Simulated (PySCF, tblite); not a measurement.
# C6H14SSi: geometry, infrared bands and NMR shifts

Aim: predict the infrared bands and NMR shifts of C6H14SSi (`C=C[SiH2][C@H](C)SCC`).

The runs use tblite 0.8.0 and PySCF 2.14.0, with density-fitted response routines of our own; the level of theory stands in each step. All values are computed, except where a source is named. Atoms are numbered from 0 throughout.

## (1) Starting geometry

22 atoms, charge 0, multiplicity 1; geometry from: force field or distance geometry start.

Bonds of the start (Å): C0–C1 1.33, C1–Si2 1.83, Si2–C3 1.89, C3–C4 1.51, C3–S5 1.85, S5–C6 1.83, C6–C7 1.53, C0–H8 1.09, C0–H9 1.09, C1–H10 1.09, Si2–H11 1.49, Si2–H12 1.48, C3–H13 1.10, C4–H14 1.11, C4–H15 1.09, C4–H16 1.10, C6–H17 1.10, C6–H18 1.09, C7–H19 1.09, C7–H20 1.10, C7–H21 1.10.

## (2) Geometry optimisation with GFN2-xTB

The job: settings as JSON, then the geometry in Å.

```
{"job": {"kind": "relax", "xc": "GFN2-xTB", "basis": "xTB"}, "charge": 0, "multiplicity": 1}
C     -3.199900    -0.378100     1.704400
C     -2.405600    -0.979600     0.817700
Si    -1.835000    -0.310100    -0.790000
C      0.014800     0.061100    -0.837400
C      0.486000     0.764300    -2.089700
S      0.887700    -1.558800    -0.656400
C      2.478800    -0.997800     0.047700
C      2.363000    -0.687200     1.537400
H     -3.620600     0.609500     1.529700
H     -3.484000    -0.867000     2.640500
H     -2.015500    -1.976000     1.043000
H     -2.575000     0.964600    -1.037100
H     -2.235100    -1.238800    -1.873100
H      0.241300     0.680400     0.036800
H     -0.036200     1.732300    -2.217600
H      1.556000     0.989300    -2.049300
H      0.293500     0.178300    -2.997100
H      3.198900    -1.817800    -0.086700
H      2.856300    -0.131600    -0.492000
H      3.342700    -0.414100     1.941000
H      2.000000    -1.555800     2.100600
H      1.677300     0.147100     1.726700
```

On the command line:

```bash
$ OMP_NUM_THREADS=1 python probes_run.py task.json out
```

The driver reads the jobs from task.json and runs them one after another.

**Question.** This job is followed by: GFN2-xTB harmonic vibrations, gas phase; GIAO PBE0/pcSseg-1 NMR shielding, non-relativistic, gas phase. Predict these results of the whole session: strongest single infrared mode (GFN2-xTB); zero-point energy (GFN2-xTB); ¹³C shifts against TMS (PBE0/pcSseg-1); ¹H shifts against TMS (PBE0/pcSseg-1, means over atoms taken as alike); ²⁹Si shifts against TMS (PBE0/pcSseg-1); ³³S shifts against CS2 (PBE0/pcSseg-1); surface potential, 1st and 99th percentile.

As calculated:

| quantity | value |
| --- | --- |
| strongest single infrared mode (GFN2-xTB) | 2214 cm⁻¹, 373 km/mol |
| zero-point energy (GFN2-xTB) | 112.0 kcal/mol |
| ¹³C shifts against TMS (PBE0/pcSseg-1) | 142.8, 141.9, 33.5, 29.0, 21.7, 18.3 ppm |
| ¹H shifts against TMS (PBE0/pcSseg-1, means over atoms taken as alike) | 6.93, 6.43, 6.23, 4.38, 4.20, 2.53, 2.43, 1.77, 1.46, 1.28 ppm |
| ²⁹Si shifts against TMS (PBE0/pcSseg-1) | -39.5 ppm |
| ³³S shifts against CS2 (PBE0/pcSseg-1) | 44 ppm |
| surface potential, 1st and 99th percentile | -1.06 V and 0.84 V |

**Reading.** Over 92 steps the energy fell by 0.138 eV; of the close pairs, C1–Si2 changed most, 1.833 to 1.880 Å. All 60 modes are real, so the xTB geometry is a minimum. The strongest single mode, at 2214 cm⁻¹, moves mainly H11. GFN2-xTB is a fitted tight-binding method: band positions and strengths are rough. Its intensities can rank the bands wrongly. The most deshielded carbon is C0 (terminal =CH2 carbon), at 142.8 ppm: the olefinic region. H10 (hydrogen on an alkene CH) lies farthest downfield among hydrogen, at 6.93 ppm; attached to an sp2 carbon and in the plane of the double bond.
